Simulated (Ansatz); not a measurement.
# BF2H3OSi: the cost of one run

Program: Ansatz 0.2.0. Level of theory: RKS BLYP/cc-pVDZ. These are calculated values, not measurements.

**1. Starting point**

Bond lengths: B1–Si2 1.877 Å, Si2–O3 1.695 Å, Si2–F4 1.655 Å, Si2–F5 1.695 Å, B1–H6 1.239 Å, B1–H7 1.181 Å, O3–H8 1.033 Å. Angles: B1–Si2–O3 108.0°, B1–Si2–F4 112.2°, B1–Si2–F5 110.0°, O3–Si2–F4 109.1°, O3–Si2–F5 110.6°, F4–Si2–F5 106.9°, Si2–B1–H6 122.0°, Si2–B1–H7 122.7°, H6–B1–H7 115.3°, Si2–O3–H8 104.7°.

Structure file:

```xyz
8

B    -1.0618    0.9285    0.1676
Si    0.3233   -0.2486   -0.3021
O     0.8230   -1.0577    1.1005
F    -0.1562   -1.3623   -1.4285
F     1.6126    0.6165   -0.9828
H    -0.9897    2.1465   -0.0478
H    -2.0787    0.5601    0.6409
H     1.6197   -1.6401    0.7963
```

**2. End point A**

The input, input.yaml:

```yaml
crystal:
  periodic: [false, false, false]
  atoms:
    - { symbol: B, position_ang: [-1.0618, 0.9285, 0.1676] }
    - { symbol: Si, position_ang: [0.3233, -0.2486, -0.3021] }
    - { symbol: O, position_ang: [0.823, -1.0577, 1.1005] }
    - { symbol: F, position_ang: [-0.1562, -1.3623, -1.4285] }
    - { symbol: F, position_ang: [1.6126, 0.6165, -0.9828] }
    - { symbol: H, position_ang: [-0.9897, 2.1465, -0.0478] }
    - { symbol: H, position_ang: [-2.0787, 0.5601, 0.6409] }
    - { symbol: H, position_ang: [1.6197, -1.6401, 0.7963] }
basis:
  gaussian: { orbitals: cc-pVDZ }
hamiltonian:
  xc: blyp
relax:
  f_tol: 0.015
  max_steps: 40
```

The run is started by

```
$ ansatz run input.yaml --threads 1 --pin off --max-ram 2048MiB --backend cpu --events-out ev --progress --plain --runs-dir out
```

Q: Estimate wall time and peak memory on 1 thread of an Arm CPU, shared host.

About 58 s, with a peak of 0.14 GiB.
